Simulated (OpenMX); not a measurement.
# Zn in OpenMX: reference runs

Aim: a first look at Zn with PBE, on the cell as given.

Program: OpenMX 3.8.5. These are calculated values, not measurements. Logs are shortened: lines on timing, memory, paths and dates and some standing lists are left out, and cuts for length are marked.

## 1. The cell of the first run

The cell holds a slab with vacuum, 7 atoms: a = 2.665 Å, b = 2.665 Å, c = 29.840 Å, α = 90.00°, β = 90.00°, γ = 120.00°.

## 2. Single point, PBE (the (0 0 1) slab of Zn, cut from the database cell, not relaxed)

Contents of Zn.dat:

```
System.CurrrentDirectory             ./
System.Name                          Zn
DATA.PATH                            ./DFT_DATA13
level.of.stdout                      1
level.of.fileout                     1
Species.Number                       2
<Definition.of.Atomic.Species
  Zn  Zn6.0H-s3p2d2          Zn_PBE13H
  E   H7.0-s2p1              E
Definition.of.Atomic.Species>

Atoms.Number                         9
Atoms.SpeciesAndCoordinates.Unit     FRAC
<Atoms.SpeciesAndCoordinates
    1  Zn    0.6666666667    0.3333333334    0.2513396403  10.000 10.000
    2  Zn    0.3333333333    0.6666666666    0.3342264269  10.000 10.000
    3  Zn    0.6666666667    0.3333333334    0.4171132134  10.000 10.000
    4  Zn    0.3333333333    0.6666666666    0.5000000000  10.000 10.000
    5  Zn    0.6666666667    0.3333333334    0.5828867866  10.000 10.000
    6  Zn    0.3333333333    0.6666666666    0.6657735731  10.000 10.000
    7  Zn    0.6666666667    0.3333333334    0.7486603597  10.000 10.000
    8  E     0.6666666667    0.3333333334    0.8223866542   0.000  0.000
    9  E     0.6666666667    0.3333333334    0.1776133458   0.000  0.000
Atoms.SpeciesAndCoordinates>

Atoms.UnitVectors.Unit               Ang
<Atoms.UnitVectors
     2.6647980532    0.0000000000    0.0000000000
    -1.3323990266    2.3077828100    0.0000000000
     0.0000000000    0.0000000000   29.8401000000
Atoms.UnitVectors>

scf.XcType                           GGA-PBE
scf.SpinPolarization                 off
scf.ElectronicTemperature            580.226
scf.energycutoff                     500.0
scf.maxIter                          100
scf.EigenvalueSolver                 band
scf.Kgrid                            11 11 1
scf.Mixing.Type                      rmm-diisk
scf.Init.Mixing.Weight               0.05
scf.Min.Mixing.Weight                0.001
scf.Max.Mixing.Weight                0.3
scf.Mixing.History                   25
scf.Mixing.StartPulay                8
scf.criterion                        1.0e-8
MD.Type                              nomd
```

Potentials or basis: OpenMX 2013 PBE set, Zn6.0H-s3p2d2, grid cutoff 500 Ry.

Command:

```bash
openmx Zn.dat -nt 1 > Zn.std
```

Zn.out:

```text
Required cutoff energy (Ryd) for 3D-grids = 500.0000
      Used cutoff energy (Ryd) for 3D-grids = 531.3885, 531.3885, 496.6169
  Num. of grids of a-, b-, and c-axes = 32, 32, 400

  Num.Grid1.    32
  Num.Grid2.    32
  Num.Grid3.   400

  Cell_Volume =   1238.385955452426 (Bohr^3)
  GridVol     =      0.003023403212 (Bohr^3)
  Cell vectors (bohr) of the grid cell (gtv)
    gtv_a =  0.157366816733,  0.000000000000,  0.000000000000
    gtv_b = -0.078683408366,  0.136283661002,  0.000000000000
    gtv_c =  0.000000000000,  0.000000000000,  0.140974031179
    |gtv_a| =  0.157366816733
    |gtv_b| =  0.157366816731
    |gtv_c| =  0.140974031179

***********************************************************

***********************************************************
                  SCF history at MD= 1
***********************************************************

   SCF=   1  NormRD=  1.000000000000  Uele= -221.660875800229
   SCF=   2  NormRD=  1.952825007600  Uele= -222.907901992125
   SCF=   3  NormRD=  1.921740682845  Uele= -222.992305129210
   SCF=   4  NormRD=  1.112180688891  Uele= -225.391054308581
   SCF=   5  NormRD=  0.743140361973  Uele= -226.660809079944
   SCF=   6  NormRD=  0.538622210389  Uele= -227.359497888184
   SCF=   7  NormRD=  0.404473029033  Uele= -227.772899539135
   SCF=   8  NormRD=  0.308149736069  Uele= -228.035189178291
   SCF=   9  NormRD=  0.340832516191  Uele= -229.362103551896
   SCF=  10  NormRD=  0.353591546470  Uele= -228.941269785770
[... 5 lines left out ...]
   SCF=  16  NormRD=  0.000729954715  Uele= -229.383329453842
   SCF=  17  NormRD=  0.000181077420  Uele= -229.383829318859
   SCF=  18  NormRD=  0.000075710515  Uele= -229.383843009198
   SCF=  19  NormRD=  0.000180734615  Uele= -229.383811831204
   SCF=  20  NormRD=  0.000009750809  Uele= -229.383797949615
   SCF=  21  NormRD=  0.000002894851  Uele= -229.383805952443
   SCF=  22  NormRD=  0.000003012783  Uele= -229.383804501781
   SCF=  23  NormRD=  0.000000498947  Uele= -229.383804152958
   SCF=  24  NormRD=  0.000000160208  Uele= -229.383804258539
   SCF=  25  NormRD=  0.000000027149  Uele= -229.383804267700

***********************************************************
        Total energy (Hartree) at MD = 1
***********************************************************

  Uele.       -229.383804267700

  Ukin.        823.531812111623
[... 215 lines left out ...]

   kloop=60
   k1=   0.00000 k2=  -0.00000 k3=   0.00000

    1   -4.78584175627445  -4.78584175627445
    2   -4.78525594995512  -4.78525594995512
    3   -4.78525591084247  -4.78525591084247
    4   -4.78452048181095  -4.78452048181095
    5   -4.78451214236093  -4.78451214236093
    6   -4.78005872907528  -4.78005872907528
[... 70 lines left out ...]
   77    0.13965441061394   0.13965441061394
   78    0.21470376345629   0.21470376345629
   [... 65 higher levels ...]

***********************************************************
                   Mulliken populations
***********************************************************

  Total spin moment (muB)   0.000000000

                    Up spin      Down spin     Sum           Diff
      1   Zn      9.966523704  9.966523704  19.933047408   0.000000000
      2   Zn     10.001446482 10.001446482  20.002892963   0.000000000
      3   Zn      9.999032968  9.999032968  19.998065935   0.000000000
      4   Zn      9.999968479  9.999968479  19.999936958   0.000000000
      5   Zn      9.999032968  9.999032968  19.998065935   0.000000000
      6   Zn     10.001446482 10.001446482  20.002892963   0.000000000
      7   Zn      9.966523704  9.966523704  19.933047408   0.000000000
      8    E      0.033012607  0.033012607   0.066025214   0.000000000
      9    E      0.033012607  0.033012607   0.066025215   0.000000000

 Sum of MulP: up   =    70.00000 down          =    70.00000
              total=   140.00000 ideal(neutral)=   140.00000

  Decomposed Mulliken populations

    1   Zn          Up spin      Down spin     Sum           Diff
            multiple
  s           0    0.999481960  0.999481960   1.998963919   0.000000000
   sum over m      0.999481960  0.999481960   1.998963919   0.000000000
  s           1    0.505344964  0.505344964   1.010689929   0.000000000
   sum over m      0.505344964  0.505344964   1.010689929   0.000000000
  s           2   -0.008436198 -0.008436198  -0.016872397   0.000000000
   sum over m     -0.008436198 -0.008436198  -0.016872397   0.000000000
   sum over m+mul  1.496390726  1.496390726   2.992781451   0.000000000
  px          0    0.999133190  0.999133190   1.998266380   0.000000000
  py          0    0.999144385  0.999144385   1.998288770   0.000000000
  pz          0    0.999571776  0.999571776   1.999143552   0.000000000
   sum over m      2.997849352  2.997849352   5.995698703   0.000000000
  px          1    0.179039289  0.179039289   0.358078579   0.000000000
  py          1    0.179302990  0.179302990   0.358605980   0.000000000
  pz          1    0.110260643  0.110260643   0.220521287   0.000000000
[... 221 lines left out ...]
    9    E          Up spin      Down spin     Sum           Diff
            multiple
  s           0    0.015512846  0.015512846   0.031025693   0.000000000
   sum over m      0.015512846  0.015512846   0.031025693   0.000000000
  s           1    0.007477721  0.007477721   0.014955441   0.000000000
   sum over m      0.007477721  0.007477721   0.014955441   0.000000000
   sum over m+mul  0.022990567  0.022990567   0.045981134   0.000000000
  px          0    0.004557217  0.004557217   0.009114435   0.000000000
  py          0    0.004557097  0.004557097   0.009114195   0.000000000
  pz          0    0.000907726  0.000907726   0.001815451   0.000000000
   sum over m      0.010022040  0.010022040   0.020044081   0.000000000
   sum over m+mul  0.010022040  0.010022040   0.020044081   0.000000000

***********************************************************
       xyz-coordinates (Ang) and forces (Hartree/Bohr)
***********************************************************

<coordinates.forces
  9
    1    Zn     1.33240   0.76926   7.50000   0.000041059387 -0.000054751241 -0.000201508290
    2    Zn    -0.00000   1.53852   9.97335  -0.000061119891  0.000097347205  0.002978738689
    3    Zn     1.33240   0.76926  12.44670   0.000062217441 -0.000098015312 -0.002464827044
    4    Zn    -0.00000   1.53852  14.92005  -0.000062368415  0.000098172468 -0.000000000172
    5    Zn     1.33240   0.76926  17.39340   0.000062217441 -0.000098015313  0.002464827381
    6    Zn    -0.00000   1.53852  19.86675  -0.000061119891  0.000097347205 -0.002978739051
    7    Zn     1.33240   0.76926  22.34010   0.000041059387 -0.000054751241  0.000201508710
    8     E     1.33240   0.76926  24.54010   0.000000769511 -0.000000444972 -0.000098269445
    9     E     1.33240   0.76926   5.30000   0.000000769511 -0.000000444972  0.000098269445
coordinates.forces>

***********************************************************
       Fractional coordinates of the final structure
***********************************************************

     1     Zn     0.66666666670000   0.33333333340000   0.25133964030000
     2     Zn     0.33333333330000   0.66666666660000   0.33422642690000
     3     Zn     0.66666666670000   0.33333333340000   0.41711321340000
     4     Zn     0.33333333330000   0.66666666660000   0.50000000000000
     5     Zn     0.66666666670000   0.33333333340000   0.58288678660000
     6     Zn     0.33333333330000   0.66666666660000   0.66577357310000
     7     Zn     0.66666666670000   0.33333333340000   0.74866035970000
     8      E     0.66666666670000   0.33333333340000   0.82238665420000
     9      E     0.66666666670000   0.33333333340000   0.17761334580000
```

Zn.std:

```text
*******************************************************
 Welcome to OpenMX   Ver. 3.8.5
 Copyright (C), 2002-2014, T. Ozaki
 OpenMX comes with ABSOLUTELY NO WARRANTY.
 This is free software, and you are welcome to
 redistribute it under the constitution of the GNU-GPL.
*******************************************************
[... 249 lines left out ...]
  Uzs   =       0.000000000000
  Uzo   =       0.000000000000
  Uef   =       0.000000000000
  UvdW  =       0.000000000000
  Utot  =   -1559.584514433184

*******************************************************
             MD or geometry opt. at MD = 1
*******************************************************

outputting data on grids to files...

The calculation was normally finished.
```

It took 5.7 min on 1 thread of Intel Xeon 6975P-C (Granite Rapids), shared host; peak memory 1.9 GiB.

What came out:

| Property | Result |
| --- | --- |
| Free energy | -42438.4870 eV |
| Largest force | 0.153 eV/Å |
| Band gap on the k mesh | none (metal or under the smearing width) |
| Work function | 4.11 eV |

Forces in eV/Å, atoms in the order of the input:
```
Zn   0.002 -0.003 -0.010
Zn  -0.003  0.005  0.153
Zn   0.003 -0.005 -0.127
Zn  -0.003  0.005  0.000
Zn   0.003 -0.005  0.127
Zn  -0.003  0.005 -0.153
Zn   0.002 -0.003  0.010
```

Levels at points of the mesh, in eV from the Fermi level:
```csv
k point,band 66,band 67,band 68,band 69,band 70,band 71,band 72,band 73,band 74,band 75
"(0.00, 0.00, 0.00)",-7.11,-7.11,-6.65,-5.50,-3.99,-2.75,-0.79,1.12,3.00,4.59
```

Caveat: the basis of atomic orbitals isn't converged, which shifts pressures, moduli and gaps.
